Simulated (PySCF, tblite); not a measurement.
# C₆H₁₃O radical: geometry, infrared bands and EPR parameters

Aim: predict the infrared bands and EPR parameters of C₆H₁₃O radical (`[CH2]C(C)(C)CCO`).

Programs: tblite 0.8.0 and PySCF 2.14.0, with density-fitted response routines of our own. Each step states its level of theory. These are calculated values for one molecule in the gas phase, unless marked as measured. Atoms count from 0, in the outputs and in this text.

**1. The starting structure**

20 atoms, charge 0, multiplicity 2; geometry from: force field or distance geometry start.

Bonds of the start (Å): C0–C1 1.51, C1–C2 1.53, C1–C3 1.54, C1–C4 1.55, C4–C5 1.52, C5–O6 1.43, C0–H7 1.09, C0–H8 1.09, C2–H9 1.09, C2–H10 1.09, C2–H11 1.11, C3–H12 1.10, C3–H13 1.09, C3–H14 1.09, C4–H15 1.10, C4–H16 1.10, C5–H17 1.09, C5–H18 1.10, O6–H19 0.96.

**2. Optimising the geometry with GFN2-xTB**

Job settings and geometry (Å):

```
{"job": {"kind": "relax", "xc": "GFN2-xTB", "basis": "xTB"}, "charge": 0, "multiplicity": 2}
C     -1.106700    -0.492400     1.332300
C     -0.645900    -0.094000    -0.052400
C     -1.450600    -0.898300    -1.070900
C     -0.895300     1.409500    -0.271600
C      0.856300    -0.442800    -0.222700
C      1.814400     0.280100     0.709700
O      3.151000    -0.160300     0.461300
H     -1.986900    -0.016200     1.771400
H     -0.742600    -1.400800     1.802700
H     -1.171200    -0.633400    -2.093100
H     -1.316600    -1.976700    -0.955800
H     -2.537300    -0.697800    -0.974600
H     -0.430200     2.016700     0.524100
H     -1.962800     1.630600    -0.250500
H     -0.505500     1.737800    -1.230600
H      1.008300    -1.522600    -0.105000
H      1.159100    -0.218700    -1.261000
H      1.795000     1.359000     0.567700
H      1.590200     0.069200     1.765900
H      3.372000     0.061800    -0.449800
```

Launch:

```
$ OMP_NUM_THREADS=1 python probes_run.py task.json out
```

One launch serves the whole session: the jobs run in the order shown.

**Question.** This job is followed by: GFN2-xTB harmonic vibrations, gas phase; UKS B3LYP, pcH-1 on C H O, non-relativistic, mean-field spin-orbit, GIAO. Predict these results of the whole session: strongest single infrared mode (GFN2-xTB); zero-point energy (GFN2-xTB); g(iso) (B3LYP); ⟨S²⟩; largest a(iso) (averaged by class); potential on the surface of density 0.002 e/bohr³, 1st and 99th percentile.

As calculated:

| quantity | value |
| --- | --- |
| strongest single infrared mode (GFN2-xTB) | 359 cm⁻¹, 103 km/mol |
| zero-point energy (GFN2-xTB) | 109.7 kcal/mol |
| g(iso) (B3LYP) | 2.00259 |
| ⟨S²⟩ | 0.754 (exact 0.75) |
| largest a(iso) (averaged by class) | 13C on C0, 91.4 MHz |
| potential on the surface of density 0.002 e/bohr³, 1st and 99th percentile | -1.71 V and 1.86 V |

In words: Relaxing lowered the energy by 0.100 eV in 63 steps; the close pair that moved most is C0–C1, from 1.513 to 1.478 Å. No mode is imaginary among the 54: a minimum at this level. The strongest single mode, at 359 cm⁻¹, is spread over many atoms; the largest shares are those of H19, O6. Unscaled tight-binding wavenumbers are off by several per cent, some by more. Its intensities can rank the bands wrongly. Most of the unpaired spin sits on C0 (1.08 e). The isotropic g lies 0.3 ppt above the free-electron value. These values are for one conformer; the search (at its own cheap level) found 2 more, at 0.04, 0.80 kcal/mol (those within 0.05 may be mirror or relabelled copies), and measured spectra average over such forms.
